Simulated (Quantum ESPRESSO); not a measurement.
The system is PtSe.

```
CELL_PARAMETERS angstrom
0.00000 2.79841 2.79841
2.79841 0.00000 2.79841
2.79841 2.79841 0.00000
ATOMIC_POSITIONS crystal
Pt 0.50000 0.50000 0.50000
Se 0.00000 0.00000 0.00000
```

The cell comes from a database or a generator and needn't be the stable form of this composition.

* Program: Quantum ESPRESSO 7.5
* Task: phonons
* Functional: revPBE
* Potentials or basis: GBRV 1.5 PBE
* Cutoff: 612 eV
* Density cutoff: 4898 eV
* k mesh: 4 × 4 × 4, shifted
* Occupations: fermi-dirac, width 0.05 eV
* Spin: no spin polarisation
* Mixing beta: 0.5
* Most SCF iterations: 120
* SCF threshold: 4e-10 Ry

The cell and the atoms were relaxed first, to 18.69 Å³/atom (a = 3.753 Å, b = 3.753 Å, c = 3.753 Å, α = 60.00°, β = 60.00°, γ = 60.00°), and the response was taken there.

Problem. Where do the zone-centre optical modes lie?

Solution. T1u at 129 cm⁻¹ (IR).

Optical modes at Γ, degenerate ones joined:
| cm⁻¹ | components | symmetry | active in |
| --- | --- | --- | --- |
| 129 | 3 | T1u | IR |

Caveat: the k mesh is coarse (spacing up to 0.49 Å⁻¹), so the values aren't converged; the mesh is thin for the phonons of a metal; the potentials were made for another functional, which shifts forces and pressure.
